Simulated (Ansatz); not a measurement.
# GeHf: the cost of one run

Computed with Ansatz 0.2.0, Gaussian basis. Level: def2-TZVPP, core rule «outside noble gas», up to 18 orbitals frozen.

To be run: UHF; CCSD(T) on ROHF; CCSD(T) on UHF; CCSDT(Q) on ROHF; CCSDT(Q) on UHF.

15 further runs of the same task are left out: 12 for a known fault of the program, 3 set aside as unsound or not needed.

## 1. The geometry

The geometry is a PBE0/def2-TZVP stationary point (not a proven minimum) of the parent state, kept for this charge and spin. No spin-orbit coupling is included. Elements past krypton take def2 core potentials. The filled d shell of Ge may be among the frozen orbitals whatever the setting's name suggests; the logs give the count.

2 atoms, charge 0, spin multiplicity 3.

Atoms are counted from 1 here; the program's logs count them from 0.

Bond lengths: Hf1–Ge2 2.605 Å.

Coordinates:

| atom | x (Å) | y (Å) | z (Å) |
| --- | --- | --- | --- |
| Hf1 | 0.0000 | 0.0000 | 0.0000 |
| Ge2 | 0.0000 | 0.0000 | 2.6048 |

## 2. UHF

in.yaml

```yaml
crystal:
  periodic: [false, false, false]
  atoms:
    - {symbol: Hf, position_ang: [0.000000, 0.000000, 0.000000]}
    - {symbol: Ge, position_ang: [0.000000, 0.000000, 2.604800]}
basis:
  gaussian: {orbitals: def2-TZVPP}
magnetization: {spin_polarized: true, initial_magnetization: 2}
hamiltonian: {xc: hf}
output: {orbitals: {seedname: orbitals}}
```

The run is started by

```console
> ansatz run in.yaml --threads 1 --pin off --events-out ev --progress --plain --max-ram 2560MiB --backend cpu
```

**Question.** How long does this run take on 1 thread of AMD EPYC 7R13, shared host, and how much memory does it need?

About 59 s, with a peak of 0.35 GiB.
